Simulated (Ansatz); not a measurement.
# Rb2FeCl6F: the cost of one run

Program: Ansatz 0.2.0. Level of theory: reference: DFT PBE, plane waves, PAW, scalar-relativistic, no spin polarisation. These are calculated values, not measurements.

## Step 1: The structure to begin with

Symmetry: Fm-3m, No. 225, cubic system. The conventional cell has a = 9.621 Å, b = 9.621 Å, c = 9.621 Å, α = 90.00°, β = 90.00°, γ = 90.00°. Fe (site symmetry m-3m) has 6 Cl at 2.08 Å as nearest neighbours. Around Cl (site symmetry 4mm) lie 1 Fe at 2.08 Å. Rb (site symmetry -43m) has 12 Cl at 3.42 Å as nearest neighbours. F (site symmetry m-3m) is surrounded by 6 Cl at 2.74 Å.

Structure file:

```cif
data_structure
_symmetry_space_group_name_H-M 'P 1'
_symmetry_Int_Tables_number 1
_cell_length_a 6.8031
_cell_length_b 6.8031
_cell_length_c 6.8031
_cell_angle_alpha 60.000
_cell_angle_beta 60.000
_cell_angle_gamma 60.000
_cell_volume 222.64
loop_
_atom_site_label
_atom_site_type_symbol
_atom_site_fract_x
_atom_site_fract_y
_atom_site_fract_z
_atom_site_occupancy
Fe1 Fe 0.00000 0.00000 0.00000 1
Cl1 Cl 0.78430 0.21570 0.21570 1
Cl2 Cl 0.21570 0.78430 0.21570 1
Cl3 Cl 0.21570 0.78430 0.78430 1
Cl4 Cl 0.78430 0.21570 0.78430 1
Cl5 Cl 0.21570 0.21570 0.78430 1
Cl6 Cl 0.78430 0.78430 0.21570 1
Rb1 Rb 0.25000 0.25000 0.25000 1
Rb2 Rb 0.75000 0.75000 0.75000 1
F1 F 0.50000 0.50000 0.50000 1
```

## Step 2: The reference run

input.yaml reads:

```yaml
crystal:
  lattice:
    - [0.0, 4.810508, 4.810508]
    - [4.810508, 0.0, 4.810508]
    - [4.810508, 4.810508, 0.0]
  atoms:
    - { symbol: Fe, position: [0.0, 0.0, 0.0] }
    - { symbol: Cl, position: [0.7843, 0.2157, 0.2157] }
    - { symbol: Cl, position: [0.2157, 0.7843, 0.2157] }
    - { symbol: Cl, position: [0.2157, 0.7843, 0.7843] }
    - { symbol: Cl, position: [0.7843, 0.2157, 0.7843] }
    - { symbol: Cl, position: [0.2157, 0.2157, 0.7843] }
    - { symbol: Cl, position: [0.7843, 0.7843, 0.2157] }
    - { symbol: Rb, position: [0.25, 0.25, 0.25] }
    - { symbol: Rb, position: [0.75, 0.75, 0.75] }
    - { symbol: F, position: [0.5, 0.5, 0.5] }
  symmetry: { tolerance: 0.0003 }
kpoints:
  mp_grid: { grid: [3, 3, 3], shift: [0, 0, 0] }
magnetization:
  spin_polarized: false
scf:
  occupations: { method: fermi_dirac, width: 0.0145 }
hamiltonian:
  pseudopotentials: { kind: paw }
  xc: pbe
basis:
  ecutwfc: 420
output:
  forces: true
  stress: true
  eigenvalues: true
```

The run is started by

```sh
> ansatz run input.yaml --threads 1 --pin off --max-ram 2560MiB --backend cpu --events-out ev --progress --plain --runs-dir out
```

**Question.** How long does this run take on 1 thread of Arm Neoverse V1, shared host, and how much memory does it need?

About 6.2 s, with a peak of 0.47 GiB.
